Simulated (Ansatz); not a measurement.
# Cobalt, dhcp under r²SCAN: structure, energy and stiffness

The plan for cobalt in the dhcp structure: relax it, solve it on a dense k-mesh, then scale the cell to 7 volumes from 88 to 112 % of the relaxed one and try a fit of the equation of state. Spin polarisation is left out, though the real metal is magnetic, so this state lies above the ground state. The k-meshes are 14×14×4 for the relaxation; 20×20×6 for the dense run; 17×17×5 for the volumes.

Method: DFT r2SCAN, plane waves (500 eV) with PAW, scalar-relativistic; PAW files made under PBE, frozen cores solved again for the functional, in Ansatz 0.2.0.

**1. The structure to begin with**

Symmetry: P6_3/mmc, No. 194, hexagonal system. The conventional cell has a = 2.502 Å, b = 2.502 Å, c = 8.171 Å, α = 90.00°, β = 90.00°, γ = 120.00°. Co (site symmetry -3m) has 12 Co at 2.50 Å as nearest neighbours. Around Co (site symmetry -6m2) lie 12 Co at 2.50 Å.

Structure file:

```cif
data_structure
_symmetry_space_group_name_H-M 'P 1'
_symmetry_Int_Tables_number 1
_cell_length_a 2.5019
_cell_length_b 2.5019
_cell_length_c 8.1712
_cell_angle_alpha 90.000
_cell_angle_beta 90.000
_cell_angle_gamma 120.000
_cell_volume 44.29
loop_
_atom_site_label
_atom_site_type_symbol
_atom_site_fract_x
_atom_site_fract_y
_atom_site_fract_z
_atom_site_occupancy
Co1 Co 0.00000 0.00000 0.00000 1
Co2 Co 0.00000 0.00000 0.50000 1
Co3 Co 0.33333 0.66667 0.25000 1
Co4 Co 0.66667 0.33333 0.75000 1
```

**2. Geometry optimisation**

input.yaml

```yaml
crystal:
  lattice:
    - [2.5018845205, 0.0, 0.0]
    - [-1.2509422603, 2.1666955521, 0.0]
    - [0.0, 0.0, 8.1711548441]
  atoms:
    - { symbol: Co, position: [0.0, 0.0, 0.0] }
    - { symbol: Co, position: [0.0, 0.0, 0.5] }
    - { symbol: Co, position: [0.3333333333, 0.6666666667, 0.25] }
    - { symbol: Co, position: [0.6666666667, 0.3333333333, 0.75] }
hamiltonian:
  xc: r2scan
  pseudopotentials:
    kind: paw
    azcp:
      Co: "pseudopotentials/Co.paw.azcp"
basis:
  ecutwfc: 500
  fft_grid_basis: typed
kpoints:
  mp_grid: { grid: [14, 14, 4], shift: [0, 0, 0] }
magnetization:
  spin_polarized: false
scf:
  occupations: { method: fermi_dirac, width: 0.1 }
relax:
  max_steps: 60
  f_tol: 0.01
  cell: {}
```

On the command line:

```bash
$ ansatz run input.yaml --threads 1 --pin off --max-ram 3584MiB --backend cpu --events-out ev --progress --plain --runs-dir out
```

After this run come: The energy on a finer k-mesh; Volume × 0.88; Volume × 0.92; Volume × 0.96; Volume × 1.0; Volume × 1.04; Volume × 1.08; Volume × 1.12.

**Question.** What will these runs give? Wanted: space group; conventional cell; volume; shortest distance; gap on the mesh; relative to hcp, ferromagnetic; V₀, B₀, B₀′.

As calculated:

```
                      quantity                                   value
space group (spins left aside)                      P6_3/mmc (No. 194)
             conventional cell  a = 2.417 Å, c = 7.878 Å (c/a = 3.259)
                        volume                           9.967 Å³/atom
             shortest distance                                 2.414 Å
               gap on the mesh            none (levels filled in part)
relative to hcp, ferromagnetic                           +486 meV/atom
                   V₀, B₀, B₀′             9.938 Å³/atom, 286 GPa, 4.7
```

From the guessed start the volume shrank by 10.0 % in 8 steps. Against the reference form of cobalt (hcp, ferromagnetic, computed apart with the same settings) it stands 486 meV/atom higher; part of this is magnetic energy, as this run has no moments. Levels at the Fermi energy are filled in part, as in a metal. The fitted modulus is 286 GPa, among the stiffest elements; letting shape and positions relax at each volume could only lower it. The symmetry was held, so the structure may be unstable against distortions that break it.
